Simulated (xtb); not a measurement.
# InHCl2O (SMILES [OH][In]([Cl])[Cl]) at GFN-FF (ALPB dmf, hydrogen mass 4 u, md dump 20 fs, md temperature 700 K, md time 0.5 ps)

We compute a short trajectory of InHCl2O. 

Program for the calculation: xtb 6.7.1.

4 further runs of the same task are left out: 4 set aside as unsound or not needed.

### 1 The system as given

InHCl2O has 5 atoms, charge 0, and is taken as a singlet. SMILES: `[OH][In]([Cl])[Cl]`. The shape is built from the SMILES string. The run starts from this shape.

Bond lengths: O1–In2 1.855 Å, In2–Cl3 2.531 Å, In2–Cl4 2.590 Å, O1–H5 0.978 Å. Angles: O1–In2–Cl3 134.7°, O1–In2–Cl4 106.2°, Cl3–In2–Cl4 116.0°, In2–O1–H5 167.6°.

### 2 A short trajectory at GFN-FF (ALPB dmf, hydrogen mass 4 u, md dump 20 fs, md temperature 700 K, md time 0.5 ps)

Contents of detailed.inp:

```
$md
   temp=700
   time=0.5
   step=4
   dump=20
   hmass=4
   shake=1
$end
```

Contents of conf.xyz:

```xyz
5

O     -1.350158   -0.506628    0.500351
In     0.443136   -0.057791    0.349778
Cl     2.616057   -1.352021    0.437010
Cl     0.603313    2.469776    0.891108
H     -2.312348   -0.553335    0.671804
```

Contents of job.py:

```python
from pathlib import Path
import subprocess as sp
from rdkit import Chem
from rdkit.Chem import AllChem

smiles = "[OH][In]([Cl])[Cl]"
molecule = Chem.AddHs(Chem.MolFromSmiles(smiles))
params = AllChem.ETKDGv3()
params.randomSeed = 435
AllChem.EmbedMolecule(molecule, params)
AllChem.MMFFOptimizeMolecule(molecule)
Path("conf.xyz").write_text(Chem.MolToXYZBlock(molecule))

cmd = ["xtb", "conf.xyz", "--md", "--gfnff", "-I", "detailed.inp", "--alpb", "dmf"]
with open("xtb.out", "w") as log:
    sp.run(cmd, stdout=log, stderr=sp.DEVNULL)
print(open("xtb.out").read())
```

The run is started by

```
$ python job.py
```

Q: Predict the results. Wanted: potential energy of the last frame.

Answer, from the run:

At GFN-FF (ALPB dmf, hydrogen mass 4 u, md dump 20 fs, md temperature 700 K, md time 0.5 ps):

| quantity | value |
| --- | --- |
| potential energy of the last frame | -0.26170 Eh |
